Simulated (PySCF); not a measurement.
**GeP under other conditions**

How does GeP answer to another spin, charge, distance or environment?

Program: PySCF 2.14.0. Level of theory: method and basis as typed in the scripts. These are calculated values, not measurements.

**1. Starting geometry**

GeP: 2 atoms, charge 0, spin multiplicity 2.

Bond lengths: Ge1–P2 2.002 Å.

**2. The run that the others are compared with**

input.py

```python
from pyscf import gto, scf

mol = gto.M(
    atom='Ge 0 0 0; P 0 0 2.002',
    basis='cc-pvdz-dk',
    charge=0,
    spin=1,
    verbose=4,
)
mf = scf.UHF(mol)
mf = mf.sfx2c1e()
mf.kernel()
mf.stability(internal=True, external=True)
mf.dip_moment()
print('orbital energies (hartree):', [e[max(0, n-3):n+3].round(4) for e, n in zip(mf.mo_energy, mol.nelec)])
```

Run with:

```console
OMP_NUM_THREADS=1 python input.py
```

Its log is not repeated here.

In short: E(SCF) = -2438.500670 Eh, 14 cycles, ⟨S²⟩ = 0.780, μ = 1.86 D, internal unstable; real -> complex unstable; UHF/UKS -> GHF/GKS unstable.

The bond length is a typed value, not an optimised one. A lower solution of the same kind exists, so this energy is an upper bound.

**3. Charge +2**

Variant 1 changes charge: 0 → 2.

input.py

```python
from pyscf import gto, scf

mol = gto.M(
    atom='Ge 0 0 0; P 0 0 2.002',
    basis='cc-pvdz-dk',
    charge=2,
    spin=1,
    verbose=4,
)
mf = scf.UHF(mol)
mf = mf.sfx2c1e()
mf.kernel()
mf.stability(internal=True, external=True)
mf.dip_moment()
print('orbital energies (hartree):', [e[max(0, n-3):n+3].round(4) for e, n in zip(mf.mo_energy, mol.nelec)])
```

Run with:

```console
OMP_NUM_THREADS=1 python input.py
```

**4. PCM, ε = 4.71**

Variant 2 changes solvent: none (gas phase) → PCM, ε = 4.71; step after the SCF: stability → analyze.

input.py

```python
from pyscf import gto, scf, solvent

mol = gto.M(
    atom='Ge 0 0 0; P 0 0 2.002',
    basis='cc-pvdz-dk',
    charge=0,
    spin=1,
    verbose=4,
)
mf = scf.UHF(mol)
mf = mf.sfx2c1e()
mf = solvent.PCM(mf)
mf.with_solvent.eps = 4.71
mf.kernel()
mf.analyze()
print('orbital energies (hartree):', [e[max(0, n-3):n+3].round(4) for e, n in zip(mf.mo_energy, mol.nelec)])
```

**5. Lengths in bohr**

Variant 3 changes length unit: angstrom → bohr; bond length: 2.002 Å → 2.002 bohr.

input.py, as its differences from that of step 2:

```diff
@@ -7,2 +7,3 @@
     spin=1,
+    unit='bohr',
     verbose=4,
```

What does the calculation give? Wanted: for each run, E(SCF); from base; gap, α spin; SCF dipole; after the SCF.

As calculated:

```tsv
run	E(SCF) (hartree)	from base (eV)	cycles	gap, α spin (eV)	SCF dipole (D)	after the SCF
base	-2438.500670	0	14	9.86	1.86	unstable: internal, real -> complex, UHF/UKS -> GHF/GKS
charge +2	-2437.588524	+24.8208	19	6.95	n/a	unstable: internal, real -> complex, UHF/UKS -> GHF/GKS
PCM, ε = 4.71	-2438.503982	-0.0901	15	9.98	2.67	n/a
lengths in bohr (poor choice)	-2436.078449	not comparable	11	10.99	0.03	stable
```

**Reading.** A continuum solvent with ε = 4.71 lowers the energy by 0.090 eV. Rows marked «poor choice» come from settings spoiled on purpose.
